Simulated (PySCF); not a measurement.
# C2H5B2N: the cost of one run

Programs: PySCF 2.14.0, with density-fitted response routines of our own. Each step states its level of theory. These are calculated values for one molecule in the gas phase, unless marked as measured. Atoms count from 0, in the outputs and in this text.

## Step 1: The molecule as given

10 atoms, charge 0, multiplicity 1; geometry from: GFN2-xTB. The atoms were then displaced at random by about 0.01 Å, so the start is not that level's minimum.

Bonds of the start (Å): C0–C1 1.24, C1–B2 1.52, B2–B3 1.61, B3–N4 1.40, C0–H5 1.02, B2–H6 1.18, B3–H7 1.19, N4–H8 1.01, N4–H9 1.02.

## Step 2: Relaxing the molecule at PBE0-D3(BJ)/def2-SVP

The job: settings as JSON, then the geometry in Å.

```
{"job": {"xc": "PBE0", "basis": "def2-SVP", "d3": "d3bj", "grid": 1, "shake": 0.01, "kind": "geom"}, "charge": 0, "multiplicity": 1}
C      2.722560    -0.335390     0.378510
C      1.668980     0.054450    -0.144170
B      0.364470     0.505710    -0.773990
B     -1.013190    -0.267800    -0.449290
N     -1.895230     0.039280     0.595220
H      3.596300    -0.622820     0.819200
H      0.477860     1.408890    -1.517760
H     -1.401200    -1.148950    -1.144890
H     -2.763280    -0.421730     0.812790
H     -1.706840     0.767440     1.289620
```

Launch:

```sh
$ OMP_NUM_THREADS=1 python probes_run.py task.json out
```

The driver reads the jobs from task.json and runs them one after another.

Q: Estimate the wall time and peak memory of this first job on 1 thread of Arm Neoverse V1, shared host.

About 19 s, with a peak of 0.38 GiB.
